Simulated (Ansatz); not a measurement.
# GeHCl+ (doublet): the correlation ladder, cc-pVTZ

An exercise on one series of results from a longer session: the logs are not shown, and one member is left open.

Method: cc-pVTZ, core rule «outside noble gas», up to 19 orbitals frozen; program: Ansatz 0.2.0, Gaussian basis.

Plan: UHF; CCSD(T) on ROHF; CCSD(T) on UHF; BCCD(T) on ROHF; CCSDT(Q) on ROHF; CCSDT(Q) on UHF.

10 further runs of the same task are left out: 4 for a known fault of the program, 6 set aside as unsound or not needed.

**The geometry**

The geometry is a PBE0/def2-TZVP stationary point (not a proven minimum) of the parent state, kept for this charge and spin. No spin-orbit coupling is included. The filled d shell of Ge may be among the frozen orbitals whatever the setting's name suggests; the logs give the count.

3 atoms, charge 1, spin multiplicity 2.

Atoms are counted from 1 here; the program's logs count them from 0.

Bond lengths: Ge1–Cl2 2.148 Å, Ge1–H3 1.556 Å. Angles: Cl2–Ge1–H3 115.2°.

Geometry (Å):

```tsv
atom	x (Å)	y (Å)	z (Å)
Ge1	0.0000	-0.0392	0.6910
Cl2	0.0000	0.0421	-1.4558
H3	0.0000	1.3431	1.4058
```

Set-up of the first run:

in.yaml reads:

```yaml
crystal:
  periodic: [false, false, false]
  atoms:
    - {symbol: Ge, position_ang: [0.000000, -0.039179, 0.691027]}
    - {symbol: Cl, position_ang: [0.000000, 0.042088, -1.455820]}
    - {symbol: H, position_ang: [0.000000, 1.343123, 1.405821]}
basis:
  gaussian: {orbitals: cc-pVTZ}
total_charge: 1
magnetization: {spin_polarized: true, initial_magnetization: 1}
hamiltonian: {xc: hf}
output: {orbitals: {seedname: orbitals}}
```

Launch:

```console
$ ansatz run in.yaml --threads 1 --pin off --events-out ev --progress --plain --max-ram 4096MiB --backend cpu
```

Among the steps run: UHF; CCSD(T) on ROHF; CCSD(T) on UHF; BCCD(T) on ROHF; CCSDT(Q) on ROHF; CCSDT(Q) on UHF.

One table of the session follows, with a row left open; its other results are not shown here.

```
   method  from UCCSDT(Q) (kcal/mol)
     ROHF                    +190.17
      UHF                    +187.48
     RMP2                     +27.40
     UMP2                          ?
    RCCSD                      +9.61
    UCCSD                      +9.40
 RCCSD(T)                      +1.40
 UCCSD(T)                      +1.29
  BCCD(T)                      +1.36
   RCCSDT                      +0.65
   UCCSDT                      +0.52
RCCSDT(Q)                      +0.22
UCCSDT(Q)                          0
```

**Question.** Estimate the row for UMP2.

The run gave: from UCCSDT(Q) (kcal/mol): +27.01. In the column «from UCCSDT(Q) (kcal/mol)» it lies between RCCSD (+9.61) and RMP2 (+27.40).

Limits of these values: Restricted and unrestricted rows rest on different reference determinants; where their highest levels disagree by more than a few hundredths of an eV, they describe different states and don't form one ladder.
